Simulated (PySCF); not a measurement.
# C4H4FNSi: the cost of one run

Computed with PySCF 2.14.0, with density-fitted response routines of our own, on a single molecule in the gas phase. Atoms are numbered from 0 throughout.

### Step 1. The molecule as given

11 atoms, charge 0, multiplicity 1; geometry from: GFN2-xTB. The atoms were then displaced at random by about 0.01 Å, so the start is not that level's minimum.

Bonds of the start (Å): N0–C1 1.17, C1–C2 1.45, C2–C3 1.40, C3–C4 1.24, C4–Si5 1.84, Si5–F6 1.60, C2–H7 1.11, C2–H8 1.13, Si5–H9 1.44, Si5–H10 1.47.

### Step 2. Geometry optimisation at PBE0-D3(BJ)/def2-SVP

Job settings and geometry (Å):

```
{"job": {"xc": "PBE0", "basis": "def2-SVP", "d3": "d3bj", "grid": 1, "shake": 0.01, "kind": "geom"}, "charge": 0, "multiplicity": 1}
N      3.358560    -1.314110    -0.111180
C      2.661490    -0.397310     0.109270
C      1.786450     0.731340     0.387370
C      0.449140     0.345600     0.229360
C     -0.732500    -0.006210     0.082200
Si    -2.497340    -0.496750    -0.117280
F     -3.370910     0.799900     0.213970
H      2.065680     1.556350    -0.297110
H      1.982600     1.073170     1.443730
H     -2.781630    -0.827430    -1.493210
H     -2.883430    -1.490380     0.891980
```

Started as:

```
OMP_NUM_THREADS=1 python probes_run.py task.json out
```

This one command runs all jobs of the session in turn.

Q: Estimate the wall time and peak memory of this first job on 1 thread of Arm Neoverse V2, shared host.

About 44 s, with a peak of 0.49 GiB.
